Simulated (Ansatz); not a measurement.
# WSe2: an axial (c/a) deformation path

This session takes WSe2 and sets out to follow an axial (c/a) deformation at fixed volume.

Program: Ansatz 0.2.0. Level of theory: DFT r2SCAN, scalar-relativistic, plane waves, PAW. These are calculated values, not measurements.

## (1) The system as given

It takes space group P-6m2 (No. 187, hexagonal). The conventional cell has a = 3.318 Å, b = 3.318 Å, c = 16.658 Å, α = 90.00°, β = 90.00°, γ = 120.00°. Around W (site symmetry -6m2) lie 6 Se at 2.54 Å. Around Se (site symmetry 3m) lie 3 W at 2.54 Å.

Structure file:

```xyz
3
Lattice="3.3179 0.0000 0.0000 -1.6590 2.8734 0.0000 0.0000 0.0000 16.6581" Properties=species:S:1:pos:R:3 pbc="T T T"
W     0.0000    0.0000    0.0000
Se    0.0000    1.9156    1.6623
Se    0.0000    1.9156   14.9959
```

It goes back to an entry of the Materials Project, which need not be the stable form.

No relaxation comes first: the listed cell is the starting point.

## (2) Setting up an axial (c/a) deformation path

At fixed volume and fractional coordinates, lengths along (0.000, 0.000, 1.000) are scaled against those across it; ρ is that ratio over its starting value.

## (3) Point ρ = 0.850

input.yaml

```yaml
crystal:
  lattice:
    - [3.5026378621, 0.0, 0.0]
    - [-1.7513189311, 3.0333733688, 0.0]
    - [0.0, 0.0, 14.9476362673]
  atoms:
    - { symbol: W, position: [0.0, 0.0, 0.0] }
    - { symbol: Se, position: [0.3333333333, 0.6666666667, 0.09978652] }
    - { symbol: Se, position: [0.3333333333, 0.6666666667, 0.90021348] }
basis:
  ecutwfc: 500
kpoints:
  mp_grid: { grid: [12, 12, 2] }
hamiltonian:
  xc: r2scan
scf:
  occupations: { method: gaussian, width: 0.05 }
output:
  forces: true
  stress: true
  eigenvalues: true
```

The run is started by

```sh
> ansatz run input.yaml --threads 1 --pin off --max-ram 2560MiB --backend cpu --events-out ev --progress --plain --runs-dir out
```

What it wrote, shortened:

```text
Warning: RAYON_NUM_THREADS=1 ignored (pool sized by the plan → 1); use --threads N
[...]
Pseudopotentials: kind: paw
Pseudopotential: W, paw, valence charge 14, recommended cutoff 500 eV (meta_gga), W.paw.azcp
Pseudopotential: Se, paw, valence charge 16, recommended cutoff 500 eV (meta_gga), Se.paw.azcp
Functional definition: r2SCAN
[...]
Crystal: 3 atoms, lattice volume = 158.816 Å³
Basis set: ecut = 500 eV, 3991 PW (Γ), exchange–correlation on 108×108×480 points (64 copies of the dense FFT grid, shifted against one another)
Bands: 28, of which v1, the nominal top of the filled ones, is band 23 counted from 1 (22 counted from 0)
Symmetry: 12 space group operations
Space group: P-6m2 (ITA 187), of the structure as read, at distance tolerance 5.4e-5 Å
k-points: 38 of 288 (time reversal used)
[...]
SCF iter   1: F=—  HF=-21354.790789 eV  |F-HF|=—  |Δ(HF+E_count)|=         —  Δρ=3.51e-3  dr2=1.19e-2  dr2_τ=4.55e-2  ethr=1.77e-3  ⟨swp⟩=8.1  Hψ=5022  notcnv=0
[...]
SCF iter   8: F=-21354.845344 eV  HF=-21354.845344 eV  |F-HF|=4.65e-9  |Δ(HF+E_count)|=   2.51e-8  Δρ=1.38e-6  dr2=1.68e-9  dr2_τ=2.66e-10  ethr=2.17e-10  ⟨swp⟩=13.0  Hψ=5157  notcnv=0
[...]
SCF converged after 8 iterations
Free energy (F): -21354.845344 eV
[...]
E sigma→0 (E₀):  -21354.845212 eV
Entropy (-TS):   -0.000265 eV (-0.088 meV/atom)
Fermi energy:    1.891662 eV
[...]
--- Forces (eV/Å), atoms counted from 1 ---
  atom   1  W      0.00000000     0.00000000     0.00000000
  atom   2  Se    -0.00000000    -0.00000000     2.20993083
  atom   3  Se     0.00000000    -0.00000000    -2.20993083
[...]
--- Stress (GPa, compression-positive) ---
       -2.433723       0.000000      -0.000000
        0.000000      -2.433723       0.000000
       -0.000000       0.000000       6.650758
  P = ⅓ Tr σ = 0.5944 GPa (5.944 kbar)
--- Band table (eV; the first three rows and the last of 38) ---
[...]
```

Wall time 14 s (1 thread of Intel Xeon 6975P-C (Granite Rapids), shared host); peak memory 0.82 GiB.

## (4) ρ = 1.200

Changes to input.yaml since step 3:

```diff
@@ -2,5 +2,5 @@
   lattice:
-    - [3.5026378621, 0.0, 0.0]
-    - [-1.7513189311, 3.0333733688, 0.0]
-    - [0.0, 0.0, 14.9476362673]
+    - [3.1222988167, 0.0, 0.0]
+    - [-1.5611494084, 2.7039900934, 0.0]
+    - [0.0, 0.0, 18.8110946297]
   atoms:
```

The run is started by

```sh
> ansatz run input.yaml --threads 1 --pin off --max-ram 2560MiB --backend cpu --events-out ev --progress --plain --runs-dir out
```

What it wrote, shortened:

```text
[...]
SCF converged after 9 iterations
Free energy (F): -21354.652576 eV
[...]
E sigma→0 (E₀):  -21354.652576 eV
Fermi energy:    2.201466 eV
[...]
--- Forces (eV/Å), atoms counted from 1 ---
  atom   1  W      0.00000000     0.00000000     0.00000000
  atom   2  Se    -0.00000000     0.00000000    -2.21992438
  atom   3  Se    -0.00000000     0.00000000     2.21992438
[...]
--- Stress (GPa, compression-positive) ---
        3.385178       0.000000       0.000000
        0.000000       3.385178       0.000000
        0.000000       0.000000      -8.407434
  P = ⅓ Tr σ = -0.5457 GPa (-5.457 kbar)
--- Band table (eV; the first three rows and the last of 38) ---
  k-point 0: bands = ["-74.1342", "-46.6976", "-46.6976", "-46.6973", "-46.6973", "-46.6812", "-46.6812", "-46.6808", "-46.6808", "-46.6781", "-46.6777", "-37.8423", "-37.4925", "-37.4925", "-13.8814", "-12.9902", "-5.1739", "-1.6005", "0.2369", "0.2846", "0.2846", "1.6051", "1.6051", [...]
[...]
```

Run time: 14 s. Hardware: 1 thread of Intel Xeon 6975P-C (Granite Rapids), shared host; peak memory 0.78 GiB.

## (5) At ρ = 0.920

Changes to input.yaml since step 4:

```diff
@@ -2,5 +2,5 @@
   lattice:
-    - [3.1222988167, 0.0, 0.0]
-    - [-1.5611494084, 2.7039900934, 0.0]
-    - [0.0, 0.0, 18.8110946297]
+    - [3.4114494262, 0.0, 0.0]
+    - [-1.7057247131, 2.9544018668, 0.0]
+    - [0.0, 0.0, 15.7574204158]
   atoms:
```

The run is started by

```sh
> ansatz run input.yaml --threads 1 --pin off --max-ram 2560MiB --backend cpu --events-out ev --progress --plain --runs-dir out
```

What it wrote, shortened:

```text
Warning: RAYON_NUM_THREADS=1 ignored (pool sized by the plan → 1); use --threads N
[...]
Pseudopotentials: kind: paw
Pseudopotential: W, paw, valence charge 14, recommended cutoff 500 eV (meta_gga), W.paw.azcp
Pseudopotential: Se, paw, valence charge 16, recommended cutoff 500 eV (meta_gga), Se.paw.azcp
Functional definition: r2SCAN
[...]
Crystal: 3 atoms, lattice volume = 158.816 Å³
Basis set: ecut = 500 eV, 4077 PW (Γ), exchange–correlation on 100×100×480 points (64 copies of the dense FFT grid, shifted against one another)
Bands: 28, of which v1, the nominal top of the filled ones, is band 23 counted from 1 (22 counted from 0)
Symmetry: 12 space group operations
Space group: P-6m2 (ITA 187), of the structure as read, at distance tolerance 5.4e-5 Å
k-points: 38 of 288 (time reversal used)
[...]
SCF iter   1: F=—  HF=-21355.150804 eV  |F-HF|=—  |Δ(HF+E_count)|=         —  Δρ=3.34e-3  dr2=7.44e-3  dr2_τ=4.60e-2  ethr=1.77e-3  ⟨swp⟩=8.3  Hψ=5066  notcnv=0
[...]
SCF iter   8: F=-21355.209843 eV  HF=-21355.209843 eV  |F-HF|=3.39e-9  |Δ(HF+E_count)|=   3.61e-7  Δρ=9.90e-7  dr2=1.85e-9  dr2_τ=3.33e-10  ethr=2.17e-10  ⟨swp⟩=8.0  Hψ=4610  notcnv=0
[...]
SCF converged after 8 iterations
Free energy (F): -21355.209843 eV
[...]
E sigma→0 (E₀):  -21355.209843 eV
Fermi energy:    2.030482 eV
[...]
--- Forces (eV/Å), atoms counted from 1 ---
  atom   1  W      0.00000000    -0.00000000     0.00000000
  atom   2  Se    -0.00000000     0.00000000     1.07697274
  atom   3  Se    -0.00000000     0.00000000    -1.07697274
[...]
--- Stress (GPa, compression-positive) ---
       -1.376906       0.000000      -0.000000
        0.000000      -1.376906      -0.000000
       -0.000000      -0.000000       3.416726
  P = ⅓ Tr σ = 0.2210 GPa (2.210 kbar)
--- Band table (eV; the first three rows and the last of 38) ---
[... band rows left out ...]
[...]
```

Wall time 13 s (1 thread of Intel Xeon 6975P-C (Granite Rapids), shared host); peak memory 0.76 GiB.

## (6) Point ρ = 1.100

Changes to input.yaml since step 5:

```diff
@@ -2,5 +2,5 @@
   lattice:
-    - [3.4114494262, 0.0, 0.0]
-    - [-1.7057247131, 2.9544018668, 0.0]
-    - [0.0, 0.0, 15.7574204158]
+    - [3.2141833824, 0.0, 0.0]
+    - [-1.6070916912, 2.7835644616, 0.0]
+    - [0.0, 0.0, 17.7509538231]
   atoms:
```

The run is started by

```sh
> ansatz run input.yaml --threads 1 --pin off --max-ram 2560MiB --backend cpu --events-out ev --progress --plain --runs-dir out
```

What it wrote, shortened:

```text
Warning: RAYON_NUM_THREADS=1 ignored (pool sized by the plan → 1); use --threads N
[...]
Pseudopotentials: kind: paw
Pseudopotential: W, paw, valence charge 14, recommended cutoff 500 eV (meta_gga), W.paw.azcp
Pseudopotential: Se, paw, valence charge 16, recommended cutoff 500 eV (meta_gga), Se.paw.azcp
Functional definition: r2SCAN
[...]
Crystal: 3 atoms, lattice volume = 158.816 Å³
Basis set: ecut = 500 eV, 3983 PW (Γ), exchange–correlation on 96×96×540 points (64 copies of the dense FFT grid, shifted against one another)
Bands: 28, of which v1, the nominal top of the filled ones, is band 23 counted from 1 (22 counted from 0)
Symmetry: 12 space group operations
Space group: P-6m2 (ITA 187), of the structure as read, at distance tolerance 5.4e-5 Å
k-points: 38 of 288 (time reversal used)
[...]
SCF iter   1: F=—  HF=-21355.091006 eV  |F-HF|=—  |Δ(HF+E_count)|=         —  Δρ=4.33e-3  dr2=4.56e-2  dr2_τ=3.76e-2  ethr=1.77e-3  ⟨swp⟩=8.5  Hψ=5084  notcnv=0
[...]
SCF iter   7: F=-21355.159606 eV  HF=-21355.159606 eV  |F-HF|=1.38e-7  |Δ(HF+E_count)|=   5.00e-8  Δρ=5.02e-6  dr2=1.66e-8  dr2_τ=2.88e-9  ethr=2.17e-10  ⟨swp⟩=9.6  Hψ=5375  notcnv=0
[...]
SCF converged after 7 iterations
Free energy (F): -21355.159606 eV
[...]
E sigma→0 (E₀):  -21355.159606 eV
Fermi energy:    2.351979 eV
[...]
--- Forces (eV/Å), atoms counted from 1 ---
  atom   1  W      0.00000000     0.00000000     0.00000000
  atom   2  Se     0.00000000    -0.00000000    -1.23858645
  atom   3  Se     0.00000000    -0.00000000     1.23858645
[...]
--- Stress (GPa, compression-positive) ---
        1.489199      -0.000000       0.000000
        0.000000       1.489199       0.000000
        0.000000       0.000000      -4.426474
  P = ⅓ Tr σ = -0.4827 GPa (-4.827 kbar)
--- Band table (eV; the first three rows and the last of 38) ---
[... band rows left out ...]
[...]
```

Wall time 13 s (1 thread of Intel Xeon 6975P-C (Granite Rapids), shared host); peak memory 0.76 GiB.

## (7) ρ = 0.960

Changes to input.yaml since step 6:

```diff
@@ -2,5 +2,5 @@
   lattice:
-    - [3.2141833824, 0.0, 0.0]
-    - [-1.6070916912, 2.7835644616, 0.0]
-    - [0.0, 0.0, 17.7509538231]
+    - [3.3633944417, 0.0, 0.0]
+    - [-1.6816972209, 2.9127850294, 0.0]
+    - [0.0, 0.0, 16.2109099311]
   atoms:
```

The run is started by

```sh
> ansatz run input.yaml --threads 1 --pin off --max-ram 2560MiB --backend cpu --events-out ev --progress --plain --runs-dir out
```

What it wrote, shortened:

```text
[...]
SCF converged after 7 iterations
Free energy (F): -21355.310909 eV
[...]
E sigma→0 (E₀):  -21355.310909 eV
Fermi energy:    2.102273 eV
[...]
--- Forces (eV/Å), atoms counted from 1 ---
  atom   1  W      0.00000000     0.00000000    -0.00000000
  atom   2  Se     0.00000000     0.00000000     0.49362239
  atom   3  Se    -0.00000000     0.00000000    -0.49362239
[...]
--- Stress (GPa, compression-positive) ---
       -0.770572      -0.000000       0.000000
       -0.000000      -0.770572      -0.000000
        0.000000      -0.000000       1.611202
  P = ⅓ Tr σ = 0.0234 GPa (0.234 kbar)
--- Band table (eV; the first three rows and the last of 38) ---
  k-point 0: bands = ["-74.5194", "-46.9511", "-46.9511", "-46.9501", "-46.9501", "-46.9134", "-46.9134", "-46.9115", "-46.9115", "-46.8965", "-46.8929", "-38.1201", "-38.0684", "-38.0684", "-13.9265", "-12.4444", "-4.8684", "-1.3709", "-1.3709", "-0.5365", "-0.1751", "-0.1751", "1.4063", [...]
[...]
```

It took 13 s on 1 thread of Intel Xeon 6975P-C (Granite Rapids), shared host; peak memory 0.75 GiB.

## (8) At ρ = 1.050

Changes to input.yaml since step 7:

```diff
@@ -2,5 +2,5 @@
   lattice:
-    - [3.3633944417, 0.0, 0.0]
-    - [-1.6816972209, 2.9127850294, 0.0]
-    - [0.0, 0.0, 16.2109099311]
+    - [3.2644131109, 0.0, 0.0]
+    - [-1.6322065555, 2.8270646825, 0.0]
+    - [0.0, 0.0, 17.2088864976]
   atoms:
```

The run is started by

```sh
> ansatz run input.yaml --threads 1 --pin off --max-ram 2560MiB --backend cpu --events-out ev --progress --plain --runs-dir out
```

What it wrote, shortened:

```text
[...]
SCF converged after 7 iterations
Free energy (F): -21355.295732 eV
[...]
E sigma→0 (E₀):  -21355.295732 eV
Fermi energy:    2.401856 eV
[...]
--- Forces (eV/Å), atoms counted from 1 ---
  atom   1  W     -0.00000000     0.00000000    -0.00000000
  atom   2  Se    -0.00000000    -0.00000000    -0.66987095
  atom   3  Se     0.00000000    -0.00000000     0.66987095
[...]
--- Stress (GPa, compression-positive) ---
        0.641407       0.000000       0.000000
       -0.000000       0.641407      -0.000000
        0.000000      -0.000000      -2.320982
  P = ⅓ Tr σ = -0.3461 GPa (-3.461 kbar)
--- Band table (eV; the first three rows and the last of 38) ---
  k-point 0: bands = ["-74.3652", "-46.8402", "-46.8402", "-46.8396", "-46.8396", "-46.8112", "-46.8112", "-46.8101", "-46.8101", "-46.7990", "-46.7972", "-38.0101", "-37.8440", "-37.8440", "-13.8649", "-12.6475", "-4.9732", "-0.9802", "-0.6944", "-0.6944", "0.4638", "0.4638", "0.9826", [...]
[...]
```

Run time: 12 s. Hardware: 1 thread of Intel Xeon 6975P-C (Granite Rapids), shared host; peak memory 0.74 GiB.

## (9) ρ = 0.800

Changes to input.yaml since step 8:

```diff
@@ -2,5 +2,5 @@
   lattice:
-    - [3.2644131109, 0.0, 0.0]
-    - [-1.6322065555, 2.8270646825, 0.0]
-    - [0.0, 0.0, 17.2088864976]
+    - [3.574139925, 0.0, 0.0]
+    - [-1.7870699625, 3.0952959717, 0.0]
+    - [0.0, 0.0, 14.3555519605]
   atoms:
```

The run is started by

```sh
> ansatz run input.yaml --threads 1 --pin off --max-ram 2560MiB --backend cpu --events-out ev --progress --plain --runs-dir out
```

What it wrote, shortened:

```text
[...]
SCF converged after 8 iterations
Free energy (F): -21354.426947 eV
[...]
E sigma→0 (E₀):  -21354.425899 eV
Entropy (-TS):   -0.002096 eV (-0.699 meV/atom)
Fermi energy:    1.887438 eV
[...]
--- Forces (eV/Å), atoms counted from 1 ---
  atom   1  W      0.00000000     0.00000000     0.00000000
  atom   2  Se    -0.00000000    -0.00000000     3.00343071
  atom   3  Se    -0.00000000    -0.00000000    -3.00343071
[...]
--- Stress (GPa, compression-positive) ---
       -3.098102      -0.000000      -0.000000
       -0.000000      -3.098102      -0.000000
       -0.000000      -0.000000       8.680705
  P = ⅓ Tr σ = 0.8282 GPa (8.282 kbar)
--- Band table (eV; the first three rows and the last of 38) ---
[...]
```

Run time: 13 s. Hardware: 1 thread of Intel Xeon 6975P-C (Granite Rapids), shared host; peak memory 0.77 GiB.

## (10) Point ρ = 1.300

Changes to input.yaml since step 9:

```diff
@@ -2,5 +2,5 @@
   lattice:
-    - [3.574139925, 0.0, 0.0]
-    - [-1.7870699625, 3.0952959717, 0.0]
-    - [0.0, 0.0, 14.3555519605]
+    - [3.0400945843, 0.0, 0.0]
+    - [-1.5200472922, 2.6327991399, 0.0]
+    - [0.0, 0.0, 19.8421535289]
   atoms:
```

The run is started by

```sh
> ansatz run input.yaml --threads 1 --pin off --max-ram 2560MiB --backend cpu --events-out ev --progress --plain --runs-dir out
```

What it wrote, shortened:

```text
Warning: RAYON_NUM_THREADS=1 ignored (pool sized by the plan → 1); use --threads N
[...]
Pseudopotentials: kind: paw
Pseudopotential: W, paw, valence charge 14, recommended cutoff 500 eV (meta_gga), W.paw.azcp
Pseudopotential: Se, paw, valence charge 16, recommended cutoff 500 eV (meta_gga), Se.paw.azcp
Functional definition: r2SCAN
[...]
Crystal: 3 atoms, lattice volume = 158.816 Å³
Basis set: ecut = 500 eV, 4093 PW (Γ), exchange–correlation on 96×96×600 points (64 copies of the dense FFT grid, shifted against one another)
Bands: 28, of which v1, the nominal top of the filled ones, is band 23 counted from 1 (22 counted from 0)
Symmetry: 12 space group operations
Space group: P-6m2 (ITA 187), of the structure as read, at distance tolerance 5.4e-5 Å
k-points: 38 of 288 (time reversal used)
[...]
SCF iter   1: F=—  HF=-21353.821962 eV  |F-HF|=—  |Δ(HF+E_count)|=         —  Δρ=7.51e-3  dr2=2.62e-1  dr2_τ=2.86e-2  ethr=1.77e-3  ⟨swp⟩=8.9  Hψ=5145  notcnv=0
[...]
SCF iter   8: F=-21353.879263 eV  HF=-21353.879263 eV  |F-HF|=1.45e-9  |Δ(HF+E_count)|=   2.26e-7  Δρ=3.55e-6  dr2=2.41e-8  dr2_τ=8.65e-10  ethr=2.17e-10  ⟨swp⟩=12.8  Hψ=5182  notcnv=0
[...]
SCF converged after 8 iterations
Free energy (F): -21353.879263 eV
[...]
E sigma→0 (E₀):  -21353.878924 eV
Entropy (-TS):   -0.000678 eV (-0.226 meV/atom)
Fermi energy:    2.400109 eV
[...]
--- Forces (eV/Å), atoms counted from 1 ---
  atom   1  W     -0.00000000     0.00000000     0.00000000
  atom   2  Se     0.00000000    -0.00000000    -2.96137001
  atom   3  Se     0.00000000    -0.00000000     2.96137001
[...]
--- Stress (GPa, compression-positive) ---
        5.514427      -0.000000       0.000000
       -0.000000       5.514427       0.000000
        0.000000       0.000000     -11.830255
  P = ⅓ Tr σ = -0.2671 GPa (-2.671 kbar)
--- Band table (eV; the first three rows and the last of 38) ---
[...]
```

Run time: 14 s. Hardware: 1 thread of Intel Xeon 6975P-C (Granite Rapids), shared host; peak memory 0.81 GiB.

## (11) Results of the scan

Collected from the runs (energy zero: the undisturbed cell):

| ρ | ΔE (meV/atom) | pressure (GPa) | gap on the mesh (eV) | space group |
| --- | --- | --- | --- | --- |
| 0.800 | 305.4 | 0.8 | 0.00 | P-6m2 |
| 0.850 | 165.9 | 0.6 | 0.08 | P-6m2 |
| 0.920 | 44.4 | 0.2 | 0.90 | P-6m2 |
| 0.960 | 10.8 | 0.0 | 1.39 | P-6m2 |
| 1.000 | 0.0 | -0.2 | 1.64 | P-6m2 |
| 1.050 | 15.8 | -0.3 | 1.69 | P-6m2 |
| 1.100 | 61.2 | -0.5 | 1.49 | P-6m2 |
| 1.200 | 230.2 | -0.5 | 1.15 | P-6m2 |
| 1.300 | 488.0 | -0.3 | 0.08 | P-6m2 |

Where the gap reads zero, the mesh chosen for the insulator is on the coarse side.

## (12) Outcome

| quantity | value |
| --- | --- |
| highest point | 488.0 meV/atom at ρ = 1.300 |

In words: The undisturbed cell stays the lowest of the sampled points. No sampled point inside the path is a dip, apart from those named. The gap on the mesh, 1.64 eV at the start, reads zero at ρ = 0.800. Spin-orbit coupling is left out, which matters for the bands of W. The cell holds empty space of several Å, a single layer or slab in vacuum, so volume, pressure and the long edge depend on that space.
